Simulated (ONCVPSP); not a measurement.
**Pseudopotential generation for Au: ONCV, PBEsol**

Task: generate the file, and judge it by its errors in other configurations, its logarithmic derivatives, its ghosts and its cutoff.

Method: ONCVPSP 4.0.1, PBEsol, scalar-relativistic.

### Step 1. The atom and the settings

The settings as typed:

* element: gold (Au, Z = 79)
* type: optimised norm-conserving Vanderbilt (ONCV)
* frozen core: [Xe] 4f14
* valence charge: 11
* reference configuration: 5d10 6s1
* partial waves: 6s: rc 2.78 bohr, ncon 4, nbas 9, qcut 2.6 1/bohr, 1 projector; p scattering state at 0.18 Ha: rc 2.62 bohr, ncon 4, nbas 7, qcut 3.8 1/bohr, 3 projectors, debl 1.9 Ha; 5d: rc 1.80 bohr, ncon 3, nbas 7, qcut 7.5 1/bohr, 1 projector
* local potential: polynomial inside 1.32 bohr (lpopt 5, dvloc0 0 Ha)
* core correction: polynomial model core, fcfact 0.35

### Step 2. Generating the potential

Au.dat

```
# ATOM AND REFERENCE CONFIGURATION
# atsym  z   nc   nv     iexc    psfile
  Au 79.00   12    2  -116133      upf
#
#   n    l    f
    1    0    2.00
    2    0    2.00
    2    1    6.00
    3    0    2.00
    3    1    6.00
    3    2   10.00
    4    0    2.00
    4    1    6.00
    4    2   10.00
    4    3   14.00
    5    0    2.00
    5    1    6.00
    5    2   10.00
    6    0    1.00
#
# PSEUDOPOTENTIAL AND OPTIMIZATION
# lmax
    2
#
#   l,   rc,      ep,       ncon, nbas, qcut
    0    2.78    0.00    4    9    2.60
    1    2.62    0.18    4    7    3.80
    2    1.80    0.00    3    7    7.50
#
# LOCAL POTENTIAL
# lloc, lpopt,  rc(5),   dvloc0
    4    5    1.32    0.00
#
# VANDERBILT-KLEINMAN-BYLANDER PROJECTORs
# l, nproj, debl
    0    1    3.90
    1    3    1.90
    2    1    1.90
#
# MODEL CORE CHARGE
# icmod, fcfact, rcfact
    1    0.35    0.00
#
# LOG DERIVATIVE ANALYSIS
# epsh1, epsh2, depsh
   -2.00    5.00    0.02
#
# OUTPUT GRID
# rlmax, drl
    6.00    0.01
#
# TEST CONFIGURATIONS
# ncnf
    4
# nvcnf
#   n    l    f
    2
    5    2   10.00
    6    0    0.00
#
    2
    5    2    9.00
    6    0    0.00
#
    2
    5    2    8.00
    6    0    0.00
#
    2
    5    2    9.00
    6    0    1.00
#
```

The run is started by

```bash
oncvpsp.x < Au.dat > Au.out
```

What does the calculation give? Wanted: cutoffs for 1 and 0.1 mHa per electron, occupied waves; bound ghosts; GHOST(+) flags; largest test error; largest phase difference near zero energy, channels read; rms error of d²Exc/dn², without and with the model core; projector energies reset by the program.

As calculated:

```
                                                quantity                      value
  cutoffs for 1 and 0.1 mHa per electron, occupied waves            20 Ha and 25 Ha
                                            bound ghosts            s at -147.61 eV
                                          GHOST(+) flags                 p at 64 eV
                            largest test error (AE − PS)      -266 meV, for 5d8 6s0
largest phase difference near zero energy, channels read                  0.019 rad
 rms error of d²Exc/dn², without and with the model core          4.41 and 0.63 mHa
                 projector energies reset by the program  p: 0.050, 1.950, 3.850 Ha
```

In words: A bound ghost (s) makes it unfit for use: electrons can fall into a state that the atom doesn't have. The worst unpolarised test, 5d8 6s0, is off by 266 meV on 64.6 eV; by total energies transferability rates as poor. That test lies far up in energy; among those under 40 eV, nearer to bonding, the largest error is 74 meV. It counts as of middling hardness, with 20 Ha needed at the looser tolerance. At the looser tolerance the 5d wave is the slowest; 6s needs 4 Ha. Near zero energy the phases of the channels with partial waves agree within 0.019 rad. The program also flags highly localised states, GHOST(+) (p).
